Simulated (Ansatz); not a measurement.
Runs of Ansatz 0.2.0 on AgRh. It takes space group P-6m2 (No. 187, hexagonal). Conventional cell: a = 2.778 Å, b = 2.778 Å, c = 4.809 Å, α = 90.00°, β = 90.00°, γ = 120.00°. Around Ag (site symmetry -6m2) lie 6 Ag at 2.78 Å and 6 Rh at 2.89 Å. Rh (site symmetry -6m2) is surrounded by 6 Rh at 2.78 Å and 6 Ag at 2.89 Å. The cell comes from a database or a generator and needn't be the stable form of this composition.

| level | cutoff (eV) | gap on the mesh (eV) | pressure (GPa) | relaxed volume (Å³/atom) |
| --- | --- | --- | --- | --- |
| PBEsol | 420 | none | 0.0 | (b) |
| LDA | 420 | none | 0.0 | 14.59 |
| revPBE | 420 | none | 0.0 | 16.14 |
| BLYP | 420 | none | 0.0 | 16.86 |
| r2SCAN | 500 | none | 0.0 | (a) |

Alike in all rows: task relaxation of cell and atoms; potentials or basis Ansatz PAW; no spin polarisation; cell relaxed; k mesh 11 × 11 × 6; smearing fermi-dirac 0.05 eV.

Q: Estimate the missing entries.

A: (a) 15.39; (b) 15.01.

Caveats: the plane-wave basis is chosen anew once the cell has moved, so the energies of steps on either side of that aren't comparable; the PAW data sets come from PBE, with cores solved anew for the run's functional, which leaves a small shift of forces and pressure.

A k mesh can miss the band edges, and the runs leave out spin-orbit coupling on Ag, Rh.

A gap of «none» marks a metal or a gap under the smearing width.

Runs at the PBE level aren't shown here.
